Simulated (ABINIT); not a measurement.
Runs of ABINIT 10.8.3 (patched build) on SiF. The structure is trigonal, space group R-3m (No. 166). The conventional cell has a = 2.677 Å, b = 2.677 Å, c = 11.695 Å, α = 90.00°, β = 90.00°, γ = 120.00°. Si (site symmetry -3m) is surrounded by 6 F at 2.49 Å and 6 Si at 2.68 Å. Around F (site symmetry -3m) lie 6 Si at 2.49 Å and 6 F at 2.68 Å. The cell was built by a generator and needn't be a form met in nature.

```tsv
task	potentials or basis	cutoff (eV)	fine-grid cutoff	gap on the mesh (eV)	pressure (GPa)
single point	SPMS NC PBE v1.0	1088	-	none	0.1
single point	Ansatz NC PBE	1333	-	none	0.3
single point	SG15 NC PBE v1.2	1088	-	none	0.1
single point	PseudoDojo NC SR PBE v0.5 stringent	1143	-	none	0.1
single point	JTH PAW PBE v2.0	626	1224.51 eV	none	(a)
```

Alike in all rows: level PBE; no spin polarisation; cell as given; k mesh 12 × 12 × 12; smearing fermi-dirac 0.05 eV.

Q: Estimate the missing entries.

A: (a) 0.0.

Caveats: an odd number of electrons without spin polarisation forces a metal; a magnetic or distorted state may lie lower.

A k mesh can miss the band edges.

A gap of «none» marks a metal or a gap under the smearing width.

Not every run made on this cell is shown here.
